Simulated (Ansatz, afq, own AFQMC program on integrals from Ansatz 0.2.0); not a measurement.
**CH3Ge (doublet): quantum Monte Carlo beside coupled cluster at scale of all distances = 1.112, cc-pVDZ**

How near does AFQMC come to the top of the ladder for CH3Ge (doublet)?

Method: cc-pVDZ, frozen cores; program: Ansatz 0.2.0, Gaussian basis, and an in-house AFQMC program (afq) on its integrals; all values are calculated.

Plan: PBE (unrestricted); r2SCAN (unrestricted); PBE0 (unrestricted); B3LYP (unrestricted); wB97M-V (unrestricted); B2PLYP (unrestricted); CCSD(T) on UHF; Phaseless AFQMC, CISD trial on UHF; Phaseless AFQMC, single-determinant trial on UHF; Free-projection AFQMC, CISD trial on UHF.

## 1. The geometry

The geometry derives from a PBE0/def2-TZVP stationary point (not a proven minimum). All distances are scaled together. No spin-orbit coupling is included. The filled d shell of Ge may be among the frozen orbitals whatever the setting's name suggests; the logs give the count.

5 atoms, charge 0, spin multiplicity 2.

Atoms are counted from 1 here; the program's logs count them from 0.

Bond lengths: Ge1–C2 2.212 Å, C2–H3 1.223 Å, C2–H4 1.215 Å, C2–H5 1.215 Å. Angles: Ge1–C2–H3 104.9°, Ge1–C2–H4 113.6°, Ge1–C2–H5 113.6°, H3–C2–H4 107.2°, H3–C2–H5 107.2°, H4–C2–H5 109.9°.

## 2. PBE (unrestricted)

Contents of in.yaml:

```yaml
crystal:
  periodic: [false, false, false]
  atoms:
    - {symbol: Ge, position_ang: [0.000054, 0.000000, 0.394134]}
    - {symbol: C, position_ang: [0.011415, 0.000000, -1.817981]}
    - {symbol: H, position_ang: [-1.169011, -0.000010, -2.139002]}
    - {symbol: H, position_ang: [0.514559, 0.994715, -2.301081]}
    - {symbol: H, position_ang: [0.514576, -0.994706, -2.301081]}
basis:
  gaussian: {orbitals: cc-pVDZ}
magnetization: {spin_polarized: true, initial_magnetization: 1}
hamiltonian: {xc: {name: PBE}}
output: {orbitals: {seedname: orbitals}}
```

Launch:

```bash
$ ansatz run in.yaml --threads 1 --pin off --events-out ev --progress --plain --max-ram 1382MiB
```

Output:

```text
Functional definition: PBE
  name "PBE"
  cite "Perdew, Burke & Ernzerhof, Phys. Rev. Lett. 77, 3865 (1996) doi:10.1103/PhysRevLett.77.3865"
  parent pbe
  parameter kappa = 0.804
  parameter beta = 0.06672455060314922
  exchange = pbe_x(kappa = kappa, mu = beta*pi^2/3)
  correlation = pbe_c(beta = beta)
729 factors; their error is unknown
mean field evaluation 1: about -57583.9541 eV, gradient 3.6e1 eV
mean field evaluation 2: about -57536.5938 eV, gradient 7.9e1 eV
mean field evaluation 4: about -57590.6761 eV, gradient 4.2e0 eV
mean field evaluation 8: about -57590.8294 eV, gradient 8.7e-2 eV
mean field evaluation 16: about -57590.8153 eV, gradient 3.7e-5 eV
mean field evaluation 32: about -57590.7743 eV, gradient 2.3e-6 eV
mean field evaluation 64: about -57589.6063 eV, gradient 3.4e0 eV
mean field -57590.81531026 eV, -2116.4234261955 hartree, gradient 6.7e-6 eV, S^2 0.752767; 5 other end points of the search recorded, 0 dependent functions left out
reference -57590.81533816 eV, -2116.4234272208 hartree; 21, 20 occupied and 35, 36 virtual orbitals, 729 factors
Total energy: -57590.81533816 eV, -2116.4234272208 hartree
```

Run time: 6 s. Hardware: 1 thread of Intel Xeon 6975P-C (Granite Rapids), shared host.

From the report: ⟨S²⟩ of the determinant 0.753 (pure doublet: 0.75).

## 3. r2SCAN (unrestricted)

Edit in.yaml of step 2 so:

```diff
@@ -11,3 +11,2 @@
 magnetization: {spin_polarized: true, initial_magnetization: 1}
-hamiltonian: {xc: {name: PBE}}
-output: {orbitals: {seedname: orbitals}}
+hamiltonian: {xc: {name: r2SCAN}}
```

Same command.

Output, cut to the lines that bear on the results:

```text
Functional definition: r2SCAN
  name "r2SCAN"
  cite "Furness, Kaplan, Ning, Perdew & Sun, J. Phys. Chem. Lett. 11, 8208 (2020) doi:10.1021/acs.jpclett.0c02405"
  cite "Furness, Kaplan, Ning, Perdew & Sun, J. Phys. Chem. Lett. 11, 9248 (2020) doi:10.1021/acs.jpclett.0c03077"
  parent r2scan
[...]
729 factors; their error is unknown
[...]
mean field -57599.78247378 eV, -2116.7529633766 hartree, gradient 5.2e-6 eV, S^2 0.755665; 6 other end points of the search recorded, 0 dependent functions left out
reference -57599.78248350 eV, -2116.7529637337 hartree; 21, 20 occupied and 35, 36 virtual orbitals, 729 factors
Total energy: -57599.78248350 eV, -2116.7529637337 hartree
```

Wall time 12 s (1 thread of Intel Xeon 6975P-C (Granite Rapids), shared host).

From the report: ⟨S²⟩ of the determinant 0.756 (pure doublet: 0.75).

## 4. PBE0 (unrestricted)

Edit in.yaml of step 3 so:

```diff
@@ -11,2 +11,3 @@
 magnetization: {spin_polarized: true, initial_magnetization: 1}
-hamiltonian: {xc: {name: r2SCAN}}
+hamiltonian: {xc: {name: PBE0}}
+output: {orbitals: {seedname: orbitals}}
```

The command is unchanged.

Output, cut to the lines that bear on the results:

```text
Functional definition: PBE0
  name "PBE0"
  cite "Adamo & Barone, J. Chem. Phys. 110, 6158 (1999) doi:10.1063/1.478522"
  cite "Perdew, Burke & Ernzerhof, Phys. Rev. Lett. 77, 3865 (1996) doi:10.1103/PhysRevLett.77.3865"
  parent pbe
[...]
590 factors; integrals over basis functions are off by at most 1.4e-3 eV
[...]
mean field -57592.37363865 eV, -2116.4806937076 hartree, gradient 3.1e-6 eV, S^2 0.753964; 1 other end points of the search recorded, 0 dependent functions left out
reference -57592.37365993 eV, -2116.4806944896 hartree; 21, 20 occupied and 35, 36 virtual orbitals, 590 factors
Total energy: -57592.37365993 eV, -2116.4806944896 hartree
```

Wall time 3.3 s (1 thread of Intel Xeon 6975P-C (Granite Rapids), shared host).

From the report: ⟨S²⟩ of the determinant 0.754 (pure doublet: 0.75).

## 5. B3LYP (unrestricted)

Edit in.yaml of step 4 so:

```diff
@@ -11,3 +11,2 @@
 magnetization: {spin_polarized: true, initial_magnetization: 1}
-hamiltonian: {xc: {name: PBE0}}
-output: {orbitals: {seedname: orbitals}}
+hamiltonian: {xc: {name: B3LYP}}
```

Launched as before.

Output, cut to the lines that bear on the results:

```text
Functional definition: B3LYP
  name "B3LYP"
  cite "Stephens, Devlin, Chabalowski & Frisch, J. Phys. Chem. 98, 11623 (1994) doi:10.1021/j100096a001"
  cite "Becke, Phys. Rev. A 38, 3098 (1988) doi:10.1103/PhysRevA.38.3098"
  cite "Lee, Yang & Parr, Phys. Rev. B 37, 785 (1988) doi:10.1103/PhysRevB.37.785"
  cite "Vosko, Wilk & Nusair, Can. J. Phys. 58, 1200 (1980) doi:10.1139/p80-159"
[...]
590 factors; integrals over basis functions are off by at most 1.4e-3 eV
[...]
mean field -57602.32235705 eV, -2116.8463023650 hartree, gradient 8.8e-6 eV, S^2 0.752540; 4 other end points of the search recorded, 0 dependent functions left out
reference -57602.32254299 eV, -2116.8463091985 hartree; 21, 20 occupied and 35, 36 virtual orbitals, 590 factors
Total energy: -57602.32254299 eV, -2116.8463091985 hartree
```

Run time: 5.5 s. Hardware: 1 thread of Intel Xeon 6975P-C (Granite Rapids), shared host.

From the report: ⟨S²⟩ of the determinant 0.753 (pure doublet: 0.75).

## 6. wB97M-V (unrestricted)

Edit in.yaml of step 5 so:

```diff
@@ -11,2 +11,3 @@
 magnetization: {spin_polarized: true, initial_magnetization: 1}
-hamiltonian: {xc: {name: B3LYP}}
+hamiltonian: {xc: {name: wB97M-V}}
+output: {orbitals: {seedname: orbitals}}
```

The command is unchanged.

Output, cut to the lines that bear on the results:

```text
Functional definition: wB97M-V
  name "wB97M-V"
  cite "Mardirossian & Head-Gordon, J. Chem. Phys. 144, 214110 (2016) doi:10.1063/1.4952647"
  cite "Becke, J. Chem. Phys. 107, 8554 (1997) doi:10.1063/1.475007"
  cite "Vydrov & Van Voorhis, J. Chem. Phys. 133, 244103 (2010) doi:10.1063/1.3521275"
  # Of w^i u^j: cxij and so on, Table III.
[...]
  gx(w, u) = 1 - cx + cx01*u + cx10*w
  gss(w, u) = css00 + css04*u^4 + css10*w + css20*w^2 + css43*w^4*u^3
  gos(w, u) = cos00 + cos10*w + (cos20 + cos21*u)*w^2 + (cos60 + cos61*u)*w^6
[...]
      + integral(e_c_pw_mod_opposite_spin*gos(b97_w_opposite, b97_u_opposite)) + vv10(b, c)
590 factors; integrals over basis functions are off by at most 1.4e-3 eV
181 factors; integrals over basis functions are off by at most 5.8e-6 eV
[...]
mean field -57596.98632304 eV, -2116.6502067321 hartree, gradient 9.5e-6 eV, S^2 0.752644; 1 other end points of the search recorded, 0 dependent functions left out
reference -57596.98635535 eV, -2116.6502079196 hartree; 21, 20 occupied and 35, 36 virtual orbitals, 590 factors
Total energy: -57596.98635535 eV, -2116.6502079196 hartree
```

Run time: 15 s. Hardware: 1 thread of Intel Xeon 6975P-C (Granite Rapids), shared host; peak memory 0.26 GiB.

From the report: ⟨S²⟩ of the determinant 0.753 (pure doublet: 0.75).

## 7. B2PLYP (unrestricted)

Edit in.yaml of step 6 so:

```diff
@@ -11,3 +11,3 @@
 magnetization: {spin_polarized: true, initial_magnetization: 1}
-hamiltonian: {xc: {name: wB97M-V}}
-output: {orbitals: {seedname: orbitals}}
+hamiltonian: {xc: {name: B2PLYP}}
+correlation: {electrons: outside_noble_gas}
```

Launched as before.

Output, cut to the lines that bear on the results:

```text
Functional definition: B2PLYP
  name "B2PLYP"
  cite "Grimme, J. Chem. Phys. 124, 034108 (2006) doi:10.1063/1.2148954"
  cite "Becke, Phys. Rev. A 38, 3098 (1988) doi:10.1103/PhysRevA.38.3098"
  cite "Lee, Yang & Parr, Phys. Rev. B 37, 785 (1988) doi:10.1103/PhysRevB.37.785"
[...]
590 factors; integrals over basis functions are off by at most 1.4e-3 eV
[...]
mean field -57586.26093940 eV, -2116.2560561533 hartree, gradient 2.4e-8 eV, S^2 0.755092; 4 other end points of the search recorded, 0 dependent functions left out
15 core orbitals not correlated: weight in the atoms' cores, before any rotation towards them, 1.000 or more for the frozen orbitals, at most 0.000 for the correlated occupied ones
reference -57586.26105791 eV, -2116.2560605085 hartree; 6, 5 occupied and 35, 36 virtual orbitals, 590 factors
second order -7.26400831 eV of doubles, -0.00000000 eV of singles
Total energy: -57588.22234015 eV, -2116.3281363016 hartree
```

Wall time 7 s (1 thread of Intel Xeon 6975P-C (Granite Rapids), shared host).

From the report: ⟨S²⟩ of the determinant 0.755 (pure doublet: 0.75).

## 8. CCSD(T) on UHF

Edit in.yaml of step 7 so:

```diff
@@ -11,3 +11,2 @@
 magnetization: {spin_polarized: true, initial_magnetization: 1}
-hamiltonian: {xc: {name: B2PLYP}}
-correlation: {electrons: outside_noble_gas}
+correlation: {method: ccsd_t, electrons: outside_noble_gas, hamiltonian_folder: ham}
```

Same command.

Output, cut to the lines that bear on the results:

```text
Functional definition: HF
  name "HF"
  cite "Fock, Z. Phys. 61, 126 (1930) doi:10.1007/BF01340294"
  parent pbe
[...]
590 factors; integrals over basis functions are off by at most 1.4e-3 eV
[...]
mean field -57548.63775811 eV, -2114.8734297430 hartree, gradient 2.5e-8 eV, S^2 0.762558; 14 other end points of the search recorded, 0 dependent functions left out
determinant -57548.63775811 eV, -2114.8734297430 hartree, with singles and doubles -57555.34709520 eV, -2115.1199933331 hartree
determinant -57548.59856560 eV, -2114.8719894447 hartree, with singles and doubles -57555.30806405 eV, -2115.1185589648 hartree
determinant -57546.83798646 eV, -2114.8072893548 hartree, with singles and doubles -57552.93984245 eV, -2115.0315284263 hartree
determinant -57546.63985672 eV, -2114.8000082212 hartree, with singles and doubles -57552.91023788 eV, -2115.0304404784 hartree
[...]
determinant -57545.41861711 eV, -2114.7551284930 hartree, with singles and doubles -57551.98556456 eV, -2114.9964593606 hartree
determinant -57545.34020371 eV, -2114.7522468538 hartree, with singles and doubles -57551.85545222 eV, -2114.9916778205 hartree
determinant -57548.63775811 eV, -2114.8734297430 hartree, with singles and doubles -57555.34698981 eV, -2115.1199894601 hartree
determinant -57548.59856560 eV, -2114.8719894447 hartree, with singles and doubles -57555.30792530 eV, -2115.1185538660 hartree
15 core orbitals not correlated: weight in the atoms' cores, before any rotation towards them, 1.000 or more for the frozen orbitals, at most 0.000 for the correlated occupied ones
reference -57548.63775811 eV, -2114.8734297430 hartree; 6, 5 occupied and 35, 36 virtual orbitals, 590 factors
second order -5.76583588 eV of doubles, -0.00000000 eV of singles
cycle   1  -6.70923516 eV  change   -3.5e-6 eV  update   3.1e-6
perturbative correction -0.20545513 eV, -0.0075503367 hartree
Total energy: -57555.55244840 eV, -2115.1275399240 hartree
```

It took 12 s on 1 thread of Intel Xeon 6975P-C (Granite Rapids), shared host.

From the report: ⟨S²⟩ of the determinant 0.763 (pure doublet: 0.75); correlation -6.9147 eV; T1 0.013; largest double amplitude 0.07.

This run also writes the integrals to the folder ham.

## 9. Phaseless AFQMC, CISD trial on UHF

It reads the integrals that the CCSD(T) run on this determinant wrote.

Launch:

```bash
$ afq ham --method phaseless --trial cisd --walkers 60 --populations 1 --least-time 40 --time-step 0.005 --steps-per-block 50 --equilibration-blocks 28 --max-blocks 300 --target-error 0.0004 --factor-cut 1e-05 --start spin_pure --seed 8645 --release-times 0.24,0.51,0.99,1.62,2.4 --release-step 0.03 --release-every 4 --taylor-order 6
```

Output:

```text
orbitals 41  electrons 6 5  factors 321 of 590
reference energy -2114.87342974 Eh
CCSD correlation -0.24655987 Eh in 13 cycles, weight of the determinant in the CISD state 0.8689
energy of the start -2115.119599 Eh
 block  time / (1/Eh)  mean weight  energy / Eh
     1     0.250  1.0012  -2115.116337
     2     0.500  1.0001  -2115.118144
     3     0.750  1.0005  -2115.121113
     4     1.000  0.9987  -2115.124075
     5     1.250  0.9980  -2115.122790
     6     1.500  1.0001  -2115.123550
     7     1.750  1.0018  -2115.132216
     8     2.000  0.9993  -2115.128365
     9     2.250  1.0006  -2115.124805
    10     2.500  1.0016  -2115.125479
    17     4.250  1.0007  -2115.135375
    25     6.250  1.0009  -2115.137019
    33     8.250  1.0010  -2115.123394
    41    10.250  0.9999  -2115.120701
    49    12.250  1.0008  -2115.125186
    57    14.250  1.0000  -2115.132329
    65    16.250  0.9864  -2115.123253
    73    18.250  1.0004  -2115.127001
    81    20.250  1.0019  -2115.126045
    89    22.250  1.0016  -2115.126291
    97    24.250  0.9998  -2115.123956
   105    26.250  1.0011  -2115.138254
   113    28.250  0.9983  -2115.124349
   121    30.250  0.9994  -2115.139875
   129    32.250  0.9976  -2115.142980
   137    34.250  0.9996  -2115.129244
   145    36.250  1.0016  -2115.128870
   153    38.250  1.0008  -2115.126355
   161    40.250  1.0015  -2115.124622
   169    42.250  1.0013  -2115.120861
   177    44.250  0.9985  -2115.122220
   185    46.250  0.9982  -2115.126099
   193    48.250  1.0006  -2115.125311
   201    50.250  1.0002  -2115.130563
   209    52.250  1.0023  -2115.127465
   217    54.250  0.9996  -2115.128506
   225    56.250  1.0015  -2115.132131
   233    58.250  1.0005  -2115.130153
   241    60.250  0.9969  -2115.123754
   249    62.250  0.9987  -2115.135689
   257    64.250  1.0009  -2115.128916
   265    66.250  1.0000  -2115.148165
   273    68.250  1.0009  -2115.144758
   281    70.250  1.0006  -2115.128213
   289    72.250  1.0025  -2115.134048
   297    74.250  1.0006  -2115.126345
   305    76.250  0.9991  -2115.122419
   313    78.250  0.9996  -2115.140889
   321    80.250  0.9966  -2115.138926
blocks merged  error / Eh  count
     1  0.000400  300
     2  0.000500  150
     4  0.000606  75
     8  0.000654  37
    16  0.000740  18
    32  0.000619  9
released: time / (1/Eh)  energy / Eh  error  mean overlap
  0.24  -2115.129685  0.000564  0.9898
  0.51  -2115.129818  0.000446  0.9844
  0.99  -2115.128885  0.000410  0.9882
  1.62  -2115.130231  0.000538  0.9651
  2.40  -2115.128350  0.000614  0.9750
energy -2115.129648 +/- 0.000740 Eh
```

Run time: 11 min. Hardware: 1 thread of Intel Xeon 6975P-C (Granite Rapids), shared host.

Energy -57555.6098 ± 0.0201 eV. Caveats: constraint bias not in the error; error above the target.

## 10. Phaseless AFQMC, single-determinant trial on UHF

It reads the integrals that the CCSD(T) run on this determinant wrote.

Launch:

```bash
$ afq ham --method phaseless --trial hf --walkers 120 --populations 1 --least-time 40 --time-step 0.005 --steps-per-block 20 --equilibration-blocks 112 --max-blocks 600 --target-error 0.0012000000000000001 --factor-cut 1e-05 --start spin_pure --seed 8129 --taylor-order 6
```

Output:

```text
orbitals 41  electrons 6 5  factors 321 of 590
reference energy -2114.87342974 Eh
CCSD correlation -0.24655987 Eh in 13 cycles, weight of the determinant in the CISD state 0.8689
energy of the start -2114.873571 Eh
 block  time / (1/Eh)  mean weight  energy / Eh
     1     0.100  1.0016  -2114.921218
     2     0.200  1.0015  -2114.958844
     3     0.300  1.0002  -2114.991503
     4     0.400  1.0027  -2115.017962
     5     0.500  1.0029  -2115.031516
     6     0.600  1.0014  -2115.050659
     7     0.700  1.0004  -2115.072418
     8     0.800  0.9996  -2115.075012
     9     0.900  0.9989  -2115.076382
    10     1.000  1.0014  -2115.077285
    18     1.800  0.9998  -2115.114189
    35     3.500  0.9988  -2115.160163
    52     5.200  0.9996  -2115.129785
    69     6.900  0.9995  -2115.173606
    86     8.600  0.9990  -2115.143606
   103    10.300  0.9990  -2115.142362
   120    12.000  1.0015  -2115.132021
   137    13.700  1.0003  -2115.106663
   154    15.400  0.9991  -2115.087615
   171    17.100  0.9996  -2115.119017
   188    18.800  1.0006  -2115.106982
   205    20.500  1.0027  -2115.136299
   222    22.200  1.0010  -2115.132929
   239    23.900  1.0006  -2115.121624
   256    25.600  0.9996  -2115.104725
   273    27.300  1.0009  -2115.120574
   290    29.000  0.9988  -2115.112267
   307    30.700  0.9988  -2115.120772
   324    32.400  1.0012  -2115.106916
   341    34.100  0.9987  -2115.110326
   358    35.800  0.9995  -2115.159079
   375    37.500  0.9985  -2115.115798
   392    39.200  1.0004  -2115.114372
   409    40.900  0.9995  -2115.111692
   426    42.600  0.9995  -2115.120417
   443    44.300  1.0007  -2115.125764
   460    46.000  1.0005  -2115.152559
   477    47.700  1.0005  -2115.134870
   494    49.400  1.0020  -2115.126748
   511    51.100  1.0016  -2115.135781
   528    52.800  0.9985  -2115.124315
   545    54.500  1.0001  -2115.110456
   562    56.200  0.9994  -2115.171483
   579    57.900  0.9988  -2115.115489
   596    59.600  0.9999  -2115.141505
   613    61.300  1.0008  -2115.128058
   630    63.000  0.9996  -2115.107410
   647    64.700  0.9983  -2115.135241
   664    66.400  0.9997  -2115.103312
   681    68.100  0.9986  -2115.141303
   698    69.800  1.0007  -2115.159350
blocks merged  error / Eh  count
     1  0.000823  600
     2  0.001074  300
     4  0.001373  150
     8  0.001623  75
    16  0.001896  37
    32  0.002001  18
    64  0.002068  9
energy -2115.128331 +/- 0.002001 Eh
```

It took 5.4 min on 1 thread of Intel Xeon 6975P-C (Granite Rapids), shared host.

Energy -57555.5740 ± 0.0544 eV. The run doesn't count as converged. Caveats: constraint bias not in the error; halves of the run differ; error above the target.

## 11. Free-projection AFQMC, CISD trial on UHF

It reads the integrals that the CCSD(T) run on this determinant wrote.

Launch:

```bash
$ afq ham --method free --trial cisd --walkers 60 --time-step 0.03 --max-blocks 80 --target-error 0.0004 --factor-cut 1e-05 --seed 6399 --times 0,0.21,0.42,0.81,1.2,1.8,2.4,3 --taylor-order 8
```

Output:

```text
orbitals 41  electrons 6 5  factors 321 of 590
reference energy -2114.87342974 Eh
CCSD correlation -0.24655987 Eh in 13 cycles, weight of the determinant in the CISD state 0.8689
repeat  energy at the last time / Eh  error
    10  -2115.129742  0.002204
    20  -2115.129522  0.001268
    30  -2115.129450  0.000852
    40  -2115.129048  0.000696
    50  -2115.128757  0.000625
    60  -2115.128817  0.000584
    70  -2115.128458  0.000552
    80  -2115.128512  0.000524
time / (1/Eh)  energy / Eh  error  mean overlap
  0.00  -2115.119669  0.000176  1.1495
  0.21  -2115.123551  0.000226  1.1515
  0.42  -2115.125801  0.000238  1.1437
  0.81  -2115.127438  0.000285  1.1473
  1.20  -2115.128315  0.000327  1.1506
  1.80  -2115.128664  0.000410  1.1292
  2.40  -2115.129130  0.000519  1.1198
  3.00  -2115.128512  0.000524  1.1424
energy -2115.128512 +/- 0.000524 Eh
```

Run time: 7 min. Hardware: 1 thread of Intel Xeon 6975P-C (Granite Rapids), shared host.

Energy -57555.5789 ± 0.0143 eV. Caveats: remainder of the start not in the error.

## 12. AFQMC on the ladder

On the UHF determinant, counted from CCSD(T) (a yardstick, not exact):

```
                                                   level  energy (eV)  from CCSD(T) (kJ/mol)  statistical error (kJ/mol)    time
                                                      HF  -57548.6378                 +667.2                                    
                                                     MP2  -57554.4036                 +110.8                                    
                                                    CCSD  -57555.3470                  +19.8                                    
                                                 CCSD(T)  -57555.5524                    0.0                                    
     Phaseless AFQMC, CISD trial, step 0.005, 60 walkers  -57555.6098                   -5.5                         1.9  11 min
Free-projection AFQMC, CISD trial, step 0.03, 60 walkers  -57555.5789                   -2.6                         1.4   7 min
```

The functionals' totals stand on their own zeros and serve differences with other points: PBE -57590.815 eV; r2SCAN -57599.782 eV; PBE0 -57592.374 eV; B3LYP -57602.323 eV; wB97M-V -57596.986 eV; B2PLYP -57588.222 eV.

## 13. Outcome

| quantity | value |
| --- | --- |
| Phaseless AFQMC, CISD trial on UHF from CCSD(T) | -5.5 ± 1.9 kJ/mol |
| Free-projection AFQMC, CISD trial on UHF from CCSD(T) | -2.6 ± 1.4 kJ/mol |

In words: On UHF the phaseless walk with the CISD trial lies -5.5 kJ/mol from CCSD(T), within three error bars. Free projection has no constraint; at the last time it gives -2.6 ± 1.4 kJ/mol, and from a start that isn't spin pure other spins can mix in. Error bars are statistical and leave out the constraint, the time step and what remains of the start.
